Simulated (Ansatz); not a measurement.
# MgCdSe2: the cost of one run

Computed with Ansatz 0.2.0 (DFT PBE, scalar-relativistic, plane waves, PAW, unless a step's input says otherwise).

1 further run of the same task is left out (set aside as unsound or not needed). Runs told in other sessions of the task aren't counted.

## 1. Starting point

Symmetry: P-3m1, No. 164, trigonal system. Conventional cell: a = 3.975 Å, b = 3.975 Å, c = 6.570 Å, α = 90.00°, β = 90.00°, γ = 120.00°. Mg (site symmetry -3m) has 6 Se at 2.78 Å in its first shell of neighbours. Cd (site symmetry -3m) is surrounded by 6 Se at 2.87 Å and 2 Mg at 3.29 Å. Se (site symmetry 3m) is surrounded by 3 Mg at 2.78 Å and 3 Cd at 2.87 Å.

Structure file:

```cif
data_structure
_symmetry_space_group_name_H-M 'P-3m1'
_symmetry_Int_Tables_number 164
_cell_length_a 3.9747
_cell_length_b 3.9747
_cell_length_c 6.5701
_cell_angle_alpha 90.000
_cell_angle_beta 90.000
_cell_angle_gamma 120.000
_cell_volume 89.89
loop_
_atom_site_label
_atom_site_type_symbol
_atom_site_symmetry_multiplicity
_atom_site_Wyckoff_symbol
_atom_site_fract_x
_atom_site_fract_y
_atom_site_fract_z
_atom_site_occupancy
Mg1 Mg 1 b 0.00000 0.00000 0.50000 1
Cd1 Cd 1 a 0.00000 0.00000 0.00000 1
Se1 Se 2 d 0.66667 0.33333 0.73888 1
```

The cell was relaxed beforehand at this level, from a database cell with other species swapped in; it is a trial structure. At a tolerance of 0.02 Å it has space group P-3m1 (No. 164); it has 22.47 Å³/atom, an uncorrected energy of -0.84 eV/atom over the elements.

## 2. Bands, states and charges

The input, input.yaml:

```yaml
crystal:
  lattice:
    - [3.9746762476, 0.0, 0.0]
    - [-1.9873381238, 3.4421706023, 0.0]
    - [0.0, 0.0, 6.5701283575]
  atoms:
    - { symbol: Mg, position: [0.0, 0.0, 0.5] }
    - { symbol: Cd, position: [0.0, 0.0, 0.0] }
    - { symbol: Se, position: [0.6666666667, 0.3333333333, 0.7388797715] }
    - { symbol: Se, position: [0.3333333333, 0.6666666667, 0.2611202285] }
basis:
  ecutwfc: 420
kpoints:
  mp_grid: { grid: [12, 12, 4] }
  band_path:
    path:
      - [[0.0, 0.0, 0.0], [0.5, 0.0, 0.0], [0.33333333, 0.33333333, 0.0], [0.0, 0.0, 0.0], [0.0, 0.0, 0.5], [0.5, 0.0, 0.5], [0.33333333, 0.33333333, 0.5], [0.0, 0.0, 0.5]]
      - [[0.5, 0.0, 0.5], [0.5, 0.0, 0.0]]
      - [[0.33333333, 0.33333333, 0.5], [0.33333333, 0.33333333, 0.0]]
    npoints: 14
hamiltonian:
  xc: pbe
scf:
  occupations: { method: gaussian, width: 0.02 }
  n_extra_bands: 10
output:
  forces: true
  stress: true
  eigenvalues: true
  populations: true
  dos: { projected: true, de: 0.02, nscf_kmesh: { grid: [18, 18, 6] } }
  bader: true
```

On the command line:

```
$ ansatz run input.yaml --threads 1 --pin off --max-ram 2560MiB --backend cpu --events-out ev --progress --plain --runs-dir out
```

Q: Estimate wall time and peak memory on 1 thread of Arm Neoverse V1, shared host.

About 63 s, with a peak of 0.65 GiB.
